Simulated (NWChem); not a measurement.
**HfHSF3 (SMILES [F][Hf]([F])([F])[SH]): levels of theory compared**

We compute a comparison of 3 runs (HF/def2-SVP, PBE0/def2-SVP, TPSS/def2-SVP) of HfHSF3. 

The calculation is run with NWChem 7.3.0.

**1. The molecule**

The species is HfHSF3 (6 atoms), meant as a singlet with charge 0. SMILES: `[F][Hf]([F])([F])[SH]`. The shape is that of a PBE0-D4/def2-TZVP optimisation.

Bond lengths: F1–Hf2 1.892 Å, Hf2–F3 1.896 Å, Hf2–F4 1.896 Å, Hf2–S5 2.440 Å, S5–H6 1.348 Å. Angles: F1–Hf2–F3 111.3°, F1–Hf2–F4 111.4°, F1–Hf2–S5 107.1°, F3–Hf2–F4 107.4°, F3–Hf2–S5 109.9°, F4–Hf2–S5 109.8°, Hf2–S5–H6 91.5°.

**2. Energy and forces at HF/def2-SVP (core potential) (run 1)**

work.nw reads:

```
start work
title "F3HHfS hf"
memory 2200 mb
geometry noautosym nocenter noautoz
  F    -0.326800   -1.839600    1.348800
  Hf    0.164200   -0.545500    0.058600
  F     2.033300   -0.230700    0.077700
  F    -0.299300   -1.102700   -1.692900
  S    -1.028800    1.509800    0.613400
  H    -0.500600    2.144700   -0.451800
end
basis "ao basis" spherical bse
  F library def2-SVP
  Hf library def2-SVP
  S library def2-SVP
  H library def2-SVP
end
ecp bse
  Hf library def2-SVP
end
scf
  thresh 1e-08
  maxiter 80
end
task scf gradient
```

Launch:

```
$ nwchem work.nw > work.out
```

Standard output:

```text
[...]
  functions       =    97
[...]
  wavefunction    = RHF
[...]
         Total SCF energy =   -743.840999037418
      One-electron energy =  -1547.056345303879
      Two-electron energy =    552.734826790745
 Nuclear repulsion energy =    250.480519475716
        Time for solution =     13.3s
[...]
                         RHF ENERGY GRADIENTS
    atom               coordinates                        gradient
                 x          y          z           x          y          z
   1 F      -0.617562  -3.476340   2.548862    0.002275   0.006783  -0.006384
   2 Hf      0.310293  -1.030846   0.110738    0.000298   0.002254  -0.001547
   3 F       3.842380  -0.435960   0.146832   -0.009410  -0.001736   0.000117
   4 F      -0.565595  -2.083801  -3.199117    0.002225   0.002589   0.008921
   5 S      -1.944150   2.853108   1.159158    0.002289  -0.009482   0.001914
   6 H      -0.945997   4.052895  -0.853778    0.002323  -0.000408  -0.003022
[...]
```

Run time: 18 s. Hardware: 1 thread of Intel Xeon 6975P-C (Granite Rapids), shared host; peak memory 0.11 GiB.

**3. Energy and gradient at PBE0/def2-SVP (core potential) (run 2)**

mol.nw reads:

```
start mol
title "F3HHfS gradient"
memory 2200 mb

geometry units angstroms noautosym nocenter noautoz
F     -0.326800    -1.839600     1.348800
Hf     0.164200    -0.545500     0.058600
F      2.033300    -0.230700     0.077700
F     -0.299300    -1.102700    -1.692900
S     -1.028800     1.509800     0.613400
H     -0.500600     2.144700    -0.451800
end

basis spherical bse
F library def2-SVP
Hf library def2-SVP
S library def2-SVP
H library def2-SVP
end

ecp bse
Hf library def2-SVP
end

dft
xc pbe0
grid fine
convergence energy 1e-08
iterations 100
mulliken
noprint "final vectors analysis"
end

task dft gradient
```

Launch:

```
$ nwchem mol.nw > mol.out
```

Standard output:

```text
[...]
          Wavefunction type:  closed shell.
          No. of atoms     :     6
          No. of electrons :    56
[...]
          Charge           :     0
          Spin multiplicity:     1
[...]
          AO basis - number of functions:    97
[...]
              XC Information
              --------------
                         PBE0 Method XC Functional
                     Hartree-Fock (Exact) Exchange  0.250
          PerdewBurkeErnzerhof Exchange Functional  0.750
            Perdew 1991 LDA Correlation Functional  1.000 local
           PerdewBurkeErnz. Correlation Functional  1.000 non-local
[...]
 d= 0,ls=0.0,diis     1   -745.5808496847 -9.96D+02  3.02D-02  2.07D+00     1.7
[...]
 d= 0,ls=0.0,diis    11   -745.8477194857 -1.02D-09  2.21D-07  3.30D-10    15.0
         Total DFT energy =     -745.847719485662
      One electron energy =    -1547.660657679384
           Coulomb energy =      614.376634258709
    Exchange-Corr. energy =      -63.044215540703
 Nuclear repulsion energy =      250.480519475716
[...]
      Total Density - Mulliken Population Analysis
     ---------------------------------------------
    Atom       Charge   Shell Charges
 -----------   ------   -------------------------------------------------------
    1 F    9     9.34   1.99  1.13  0.82  3.33  2.08  0.00
    2 Hf  12    10.74   0.03 -0.30  1.81  0.49  0.34 -0.02  5.58  0.57  0.15  1.55  0.33  0.21
    3 F    9     9.35   1.99  1.13  0.82  3.33  2.08  0.00
    4 F    9     9.35   1.99  1.13  0.82  3.33  2.08  0.00
    5 S   16    16.35   2.00  1.98  1.23  0.66  5.93  1.81  2.71  0.04
    6 H    1     0.88   0.70  0.14  0.03
[...]
  wavefunction    = closed shell
                         DFT ENERGY GRADIENTS
    atom               coordinates                        gradient
                 x          y          z           x          y          z
   1 F      -0.617562  -3.476340   2.548862    0.001271   0.003061  -0.003221
   2 Hf      0.310293  -1.030846   0.110738    0.001806  -0.001131  -0.001724
   3 F       3.842380  -0.435960   0.146832   -0.004533  -0.001251   0.000212
   4 F      -0.565595  -2.083801  -3.199117    0.001093   0.000850   0.004453
   5 S      -1.944150   2.853108   1.159158    0.001602   0.000951  -0.002712
   6 H      -0.945997   4.052895  -0.853778   -0.001238  -0.002481   0.002992
[...]
```

Run time: 20 s. Hardware: 1 thread of Intel Xeon 6975P-C (Granite Rapids), shared host; peak memory 0.13 GiB.

**4. Energy and forces at TPSS/def2-SVP (core potential) (run 3)**

job.nw reads:

```
start job
title "F3HHfS"
memory stack 880 mb heap 220 mb global 1100 mb

geometry noautosym nocenter noautoz
F    -0.326800   -1.839600    1.348800
Hf    0.164200   -0.545500    0.058600
F     2.033300   -0.230700    0.077700
F    -0.299300   -1.102700   -1.692900
S    -1.028800    1.509800    0.613400
H    -0.500600    2.144700   -0.451800
end

basis spherical bse
* library def2-SVP
end

ecp bse
Hf library def2-SVP
end

dft
xc xtpss03 ctpss03
grid fine
convergence energy 1e-08
iterations 100
mulliken
noprint "final vectors analysis"
end

task dft gradient
```

Launch:

```
$ nwchem job.nw > job.out
```

Standard output:

```text
[...]
          Wavefunction type:  closed shell.
          No. of atoms     :     6
          No. of electrons :    56
[...]
          Charge           :     0
          Spin multiplicity:     1
[...]
          AO basis - number of functions:    97
[...]
              XC Information
              --------------
                  TPSS metaGGA Exchange Functional  1.000
             TPSS03 metaGGA Correlation Functional  1.000
[...]
 d= 0,ls=0.0,diis     1   -746.0456562993 -9.97D+02  4.08D-02  2.12D+00     2.0
[...]
 d= 0,ls=0.0,diis    12   -746.3388834042 -1.58D-09  2.31D-07  3.74D-10    19.3
         Total DFT energy =     -746.338883404170
      One electron energy =    -1547.729852304853
           Coulomb energy =      614.438714931333
    Exchange-Corr. energy =      -63.528265506366
 Nuclear repulsion energy =      250.480519475716
[...]
      Total Density - Mulliken Population Analysis
     ---------------------------------------------
    Atom       Charge   Shell Charges
 -----------   ------   -------------------------------------------------------
    1 F    9     9.30   1.99  1.13  0.81  3.32  2.04  0.00
    2 Hf  12    10.84   0.03 -0.30  1.82  0.48  0.34 -0.02  5.58  0.56  0.16  1.65  0.35  0.20
    3 F    9     9.31   1.99  1.13  0.81  3.33  2.04  0.00
    4 F    9     9.31   1.99  1.13  0.81  3.33  2.04  0.00
    5 S   16    16.35   2.00  1.98  1.23  0.66  5.92  1.82  2.69  0.04
    6 H    1     0.89   0.72  0.14  0.03
[...]
  wavefunction    = closed shell
                         DFT ENERGY GRADIENTS
    atom               coordinates                        gradient
                 x          y          z           x          y          z
   1 F      -0.617562  -3.476340   2.548862    0.002979   0.007819  -0.007842
   2 Hf      0.310293  -1.030846   0.110738    0.002679  -0.002404  -0.002207
   3 F       3.842380  -0.435960   0.146832   -0.011214  -0.002279   0.000198
   4 F      -0.565595  -2.083801  -3.199117    0.002652   0.002909   0.010690
   5 S      -1.944150   2.853108   1.159158    0.005101  -0.002154  -0.005895
   6 H      -0.945997   4.052895  -0.853778   -0.002197  -0.003891   0.005056
[...]
```

Wall time 26 s (1 thread of Intel Xeon 6975P-C (Granite Rapids), shared host); peak memory 0.13 GiB.

**5. All runs side by side**

```
run                           level  iteration cap  module  energy (Eh)  dipole moment (D)  largest force (eV/Å)  wall time
  1    HF/def2-SVP (core potential)             80     scf  -743.840999               0.83                 0.511       18 s
  2  PBE0/def2-SVP (core potential)            100     dft  -745.847719               0.83                 0.242       20 s
  3  TPSS/def2-SVP (core potential)            100     dft  -746.338883               0.77                 0.590       26 s
```

**6. Summary of results**

```
                       quantity          value
            run 3: total energy  -746.33888 Eh
           run 3: dipole moment         0.77 D
run 3: largest force on an atom     0.590 eV/Å
```

What this shows: The dipole moment (its size) runs from 0.77 D (TPSS/def2-SVP) to 0.83 D (PBE0/def2-SVP). Totals of different functionals can't be ranked against each other. All runs together took 64 s, the longest 26 s.
